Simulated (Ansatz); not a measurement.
# C₅H₁₀O₃: up Jacob's ladder to CCSD(T)

The task here is to estimate one member of a computed series from the others.

Computed with Ansatz 0.2.0, Gaussian basis. Level: functionals in def2-TZVPP, the program's frozen cores in correlated methods.

Plan: PBE-D4, r2SCAN-D4, PBE0-D4, B3LYP-D4, ωB97X-V, ωB97M-V, B2PLYP; CCSD(T)/def2-TZVPP; MP2/def2-QZVPP; extrapolation to the limit.

### The geometry

All runs share one geometry, relaxed beforehand with PBE0-D4 in a triple-zeta def2 set.

SMILES `OCC1OCCCO1`, 18 atoms, charge 0, spin multiplicity 1.

Atoms are counted from 1 here; the program's logs count them from 0.

Bond lengths: O1–C2 1.405 Å, O1–H9 0.964 Å, C2–C3 1.524 Å, C2–H10 1.092 Å, C2–H11 1.098 Å, C3–O4 1.396 Å, C3–O8 1.411 Å, C3–H12 1.092 Å, O4–C5 1.417 Å, C5–C6 1.515 Å, C5–H13 1.091 Å, C5–H14 1.099 Å, C6–C7 1.514 Å, C6–H15 1.093 Å, C6–H16 1.094 Å, C7–O8 1.419 Å, C7–H17 1.091 Å, C7–H18 1.100 Å. Angles: C2–O1–H9 106.5°, O1–C2–C3 110.2°, O1–C2–H10 108.1°, O1–C2–H11 111.1°, C3–C2–H10 108.5°, C3–C2–H11 111.3°, H10–C2–H11 107.5°, C2–C3–O4 113.2°, C2–C3–O8 110.6°, C2–C3–H12 108.7°, O4–C3–O8 113.2°, O4–C3–H12 106.0°, O8–C3–H12 104.6°, C3–O4–C5 114.7°, O4–C5–C6 110.4°, O4–C5–H13 105.7°, O4–C5–H14 110.8°, C6–C5–H13 111.8° and more.

Coordinates:

```xyz
18
charge 0, multiplicity 1
O    -0.32537   -0.44584    2.76811
C    -0.68134   -0.88980    1.48327
C    -1.00370    0.29898    0.58590
O    -1.39645   -0.07499   -0.70066
C    -0.34308   -0.53160   -1.53111
C     0.77139    0.49297   -1.58141
C     1.18427    0.82459   -0.16285
O     0.05616    1.23048    0.59584
H     0.21014    0.34640    2.64605
H    -1.57728   -1.50743    1.57410
H     0.10867   -1.51576    1.04765
H    -1.85094    0.83997    1.01362
H    -0.78990   -0.69327   -2.51293
H     0.04196   -1.49788   -1.17784
H     0.41373    1.39913   -2.07796
H     1.62324    0.10497   -2.14691
H     1.88349    1.66101   -0.12617
H     1.67499   -0.04189    0.30332
```

The first run:

in.yaml reads:

```yaml
crystal:
  periodic: [false, false, false]
  atoms:
    - {symbol: O, position_ang: [-0.325369, -0.445838, 2.768106]}
    - {symbol: C, position_ang: [-0.681338, -0.889804, 1.483271]}
    - {symbol: C, position_ang: [-1.003702, 0.298976, 0.585897]}
    - {symbol: O, position_ang: [-1.396446, -0.074988, -0.700655]}
    - {symbol: C, position_ang: [-0.343079, -0.531596, -1.531113]}
    - {symbol: C, position_ang: [0.771390, 0.492970, -1.581413]}
    - {symbol: C, position_ang: [1.184270, 0.824592, -0.162846]}
    - {symbol: O, position_ang: [0.056160, 1.230479, 0.595836]}
    - {symbol: H, position_ang: [0.210137, 0.346395, 2.646047]}
    - {symbol: H, position_ang: [-1.577278, -1.507428, 1.574103]}
    - {symbol: H, position_ang: [0.108675, -1.515763, 1.047650]}
    - {symbol: H, position_ang: [-1.850941, 0.839973, 1.013618]}
    - {symbol: H, position_ang: [-0.789903, -0.693273, -2.512930]}
    - {symbol: H, position_ang: [0.041964, -1.497885, -1.177841]}
    - {symbol: H, position_ang: [0.413725, 1.399126, -2.077957]}
    - {symbol: H, position_ang: [1.623237, 0.104968, -2.146906]}
    - {symbol: H, position_ang: [1.883494, 1.661010, -0.126172]}
    - {symbol: H, position_ang: [1.674993, -0.041894, 0.303316]}
basis:
  gaussian: {orbitals: def2-TZVPP}
hamiltonian: {xc: pbe, dispersion: d4}
output: {forces: true, orbitals: {seedname: orbitals}}
```

Started as:

```bash
$ ansatz run in.yaml --threads 2 --pin off --events-out ev --progress --plain --max-ram 32768MiB --backend cuda --devices 0, --max-vram 18GiB
```

Steps of the session up to this table: PBE-D4 (GGA); r2SCAN-D4 (meta-GGA); PBE0-D4 (hybrid); B3LYP-D4 (hybrid); ωB97X-V (range-separated); ωB97M-V (range-separated); B2PLYP (double hybrid); CCSD(T) in def2-TZVPP; MP2 in def2-QZVPP.

One of the session's tables, all rows but one given; the rest of the session is left out.

It belongs to the step «Atomisation energies». 

```
            method  atoms, summed (eV)  atomisation energy (kJ/mol)
            PBE-D4          -11401.707                       7550.5
         r2SCAN-D4          -11410.815                       7363.7
           PBE0-D4          -11404.102                       7389.9
          B3LYP-D4          -11418.109                       7323.5
           ωB97X-V          -11413.630                       7362.2
           ωB97M-V                   ?                            ?
            B2PLYP          -11409.109                       7253.7
     HF/def2-TZVPP          -11371.839                       5217.0
    MP2/def2-TZVPP          -11392.398                       7313.4
   CCSD/def2-TZVPP          -11396.531                       7039.2
CCSD(T)/def2-TZVPP          -11397.040                       7159.4
           MP2/CBS          -11396.348                       7497.7
       CCSD(T)/CBS          -11400.989                       7343.7
```

**Question.** Estimate the row for ωB97M-V.

The run gave: atoms, summed (eV): -11412.580; atomisation energy (kJ/mol): 7366.9. In the column «atoms, summed (eV)» it lies between ωB97X-V (-11413.630) and r2SCAN-D4 (-11410.815).
